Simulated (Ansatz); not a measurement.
**CH₈AlBOSi: one species, many methods**

One table from this session's results is given with a row withheld; the runs are named, their logs left out.

Program: Ansatz 0.2.0, Gaussian basis. Level of theory: functionals in def2-TZVPP, the program's frozen cores in correlated methods. These are calculated values, not measurements.

Levels to be run: PBE-D4, r2SCAN-D4, PBE0-D4, B3LYP-D4, ωB97X-V, ωB97M-V, B2PLYP; CCSD(T)/def2-TZVPP; MP2/def2-QZVPP; extrapolation to the limit.

### The relaxed structure

An earlier PBE0-D4 in a triple-zeta def2 set relaxation fixed the geometry.

SMILES `[BH2][AlH][O][SiH2]C`, 13 atoms, charge 0, spin multiplicity 1.

Atoms are counted from 1 here; the program's logs count them from 0.

Bond lengths: B1–Al2 2.122 Å, B1–H6 1.200 Å, B1–H7 1.200 Å, Al2–O3 1.688 Å, Al2–H8 1.590 Å, O3–Si4 1.626 Å, Si4–C5 1.862 Å, Si4–H9 1.492 Å, Si4–H10 1.490 Å, C5–H11 1.094 Å, C5–H12 1.093 Å, C5–H13 1.093 Å. Angles: Al2–B1–H6 122.8°, Al2–B1–H7 122.8°, H6–B1–H7 114.4°, B1–Al2–O3 118.3°, B1–Al2–H8 125.0°, O3–Al2–H8 116.6°, Al2–O3–Si4 170.9°, O3–Si4–C5 110.9°, O3–Si4–H9 109.6°, O3–Si4–H10 109.0°, C5–Si4–H9 109.5°, C5–Si4–H10 109.8°, H9–Si4–H10 107.9°, Si4–C5–H11 110.4°, Si4–C5–H12 111.1°, Si4–C5–H13 110.9°, H11–C5–H12 108.0°, H11–C5–H13 108.1° and more.

Set-up of the first run:

The input, in.yaml:

```yaml
crystal:
  periodic: [false, false, false]
  atoms:
    - {symbol: B, position_ang: [-1.076288, 3.151663, -0.581098]}
    - {symbol: Al, position_ang: [-1.459591, 1.288680, 0.360077]}
    - {symbol: O, position_ang: [-0.219075, 0.145013, 0.407197]}
    - {symbol: Si, position_ang: [1.120351, -0.774487, 0.339158]}
    - {symbol: C, position_ang: [0.701694, -2.526638, -0.129770]}
    - {symbol: H, position_ang: [-0.650616, 4.103537, 0.012439]}
    - {symbol: H, position_ang: [-1.272437, 3.342678, -1.749293]}
    - {symbol: H, position_ang: [-2.839615, 0.871158, 1.029312]}
    - {symbol: H, position_ang: [2.069162, -0.203899, -0.661255]}
    - {symbol: H, position_ang: [1.791621, -0.753932, 1.669770]}
    - {symbol: H, position_ang: [1.607716, -3.138336, -0.163637]}
    - {symbol: H, position_ang: [0.229613, -2.567744, -1.114526]}
    - {symbol: H, position_ang: [0.017764, -2.972392, 0.596526]}
basis:
  gaussian: {orbitals: def2-TZVPP}
hamiltonian: {xc: pbe, dispersion: d4}
output: {forces: true, orbitals: {seedname: orbitals}}
```

Run with:

```sh
$ ansatz run in.yaml --threads 4 --pin off --events-out ev --progress --plain --max-ram 10444MiB
```

Steps of the session up to this table: PBE-D4 (GGA); r2SCAN-D4 (meta-GGA); PBE0-D4 (hybrid); B3LYP-D4 (hybrid); ωB97X-V (range-separated); ωB97M-V (range-separated); B2PLYP (double hybrid); CCSD(T) in def2-TZVPP; MP2 in def2-QZVPP.

One table of the session follows, with a row left open; its other results are not shown here.

| method | atomisation energy (eV) |
| --- | --- |
| PBE-D4 | 46.300 |
| r2SCAN-D4 | 46.519 |
| PBE0-D4 | 45.995 |
| B3LYP-D4 | 46.395 |
| ωB97X-V | 46.612 |
| ωB97M-V | 46.510 |
| B2PLYP | 45.940 |
| HF/def2-TZVPP | ? |
| MP2/def2-TZVPP | 45.733 |
| CCSD/def2-TZVPP | 44.891 |
| CCSD(T)/def2-TZVPP | 45.330 |
| MP2/CBS | 46.836 |
| CCSD(T)/CBS | 46.433 |

**Question.** Estimate the row for HF/def2-TZVPP.

As computed: atomisation energy (eV): 35.770. In the column «atomisation energy (eV)» it is the lowest.
